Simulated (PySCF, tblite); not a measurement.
# perfluorosuccinyl chloride (C₄Cl₂F₄O₂): geometry, infrared bands and NMR shifts

What infrared bands and NMR shifts should perfluorosuccinyl chloride (C₄Cl₂F₄O₂) (`O=C(Cl)C(F)(F)C(F)(F)C(=O)Cl`) show?

Programs: tblite 0.8.0 and PySCF 2.14.0, with density-fitted response routines of our own. Each step states its level of theory. These are calculated values for one molecule in the gas phase, unless marked as measured. Atoms are numbered from 0 throughout.

## 1. The molecule as given

12 atoms, charge 0, multiplicity 1; geometry from: force field or distance geometry start.

Bonds of the start (Å): O0–C1 1.23, C1–Cl2 1.76, C1–C3 1.50, C3–F4 1.39, C3–F5 1.38, C3–C6 1.52, C6–F7 1.38, C6–F8 1.40, C6–C9 1.48, C9–O10 1.23, C9–Cl11 1.77.

## 2. Geometry optimisation with GFN2-xTB

The job: settings as JSON, then the geometry in Å.

```
{"job": {"kind": "relax", "xc": "GFN2-xTB", "basis": "xTB"}, "charge": 0, "multiplicity": 1}
O     -1.646700    -0.675300     1.794700
C     -1.478400    -0.045800     0.747200
Cl    -2.147900     1.568800     0.544000
C     -0.665900    -0.664400    -0.345700
F     -0.299100    -1.945800     0.064500
F     -1.384500    -0.755200    -1.520700
C      0.557500     0.169100    -0.671400
F      0.081600     1.404300    -1.063400
F      1.212600    -0.323200    -1.805600
C      1.512300     0.296300     0.452700
O      1.261200    -0.263400     1.523100
Cl     2.998500     1.234000     0.254500
```

On the command line:

```console
$ OMP_NUM_THREADS=1 python probes_run.py task.json out
```

The driver reads the jobs from task.json and runs them one after another.

**Question.** This job is followed by: GFN2-xTB harmonic vibrations, gas phase; GIAO PBE0/pcSseg-1 NMR shielding, non-relativistic, gas phase. What will the session give for the following? strongest single infrared mode (GFN2-xTB); zero-point energy (GFN2-xTB); 13C shifts against TMS (PBE0/pcSseg-1, means over atoms taken as alike); 17O shifts against H2O (PBE0/pcSseg-1, means over atoms taken as alike); 35Cl shifts against HCl (PBE0/pcSseg-1, means over atoms taken as alike); 19F shifts against CFCl3 (PBE0/pcSseg-1, means over atoms taken as alike); surface potential, 1st and 99th percentile.

**Answer**, as computed:

| quantity | value |
| --- | --- |
| strongest single infrared mode (GFN2-xTB) | 785 cm⁻¹, 351 km/mol |
| zero-point energy (GFN2-xTB) | 25.7 kcal/mol |
| 13C shifts against TMS (PBE0/pcSseg-1, means over atoms taken as alike) | 176.3, 117.2 ppm |
| 17O shifts against H2O (PBE0/pcSseg-1, means over atoms taken as alike) | 633.7 ppm |
| 35Cl shifts against HCl (PBE0/pcSseg-1, means over atoms taken as alike) | 468 ppm |
| 19F shifts against CFCl3 (PBE0/pcSseg-1, means over atoms taken as alike) | -130.3 ppm |
| surface potential, 1st and 99th percentile | -0.81 V and 1.81 V |

The optimisation took 150 steps and gained 0.719 eV; among the close pairs (by a distance rule), C6–C9 changed most, from 1.480 to 1.552 Å. No mode is imaginary among the 30: a minimum at this level. The strongest single mode, at 785 cm⁻¹, is carried by C9, C1, C6, C3. GFN2-xTB is a fitted tight-binding method: band positions and strengths are rough. Its intensities can rank the bands wrongly. At PBE0/pcSseg-1: The largest span, 1047 ppm, is at O0, O10, where the paramagnetic term is -694 ppm. By nearest atom (PBE0/pcSseg-1), the HOMO sits on O0, O10 about 25 % each; Cl2, Cl11 about 8 % each and the LUMO on C1, C9 about 22 % each; O0, O10 about 15 % each.
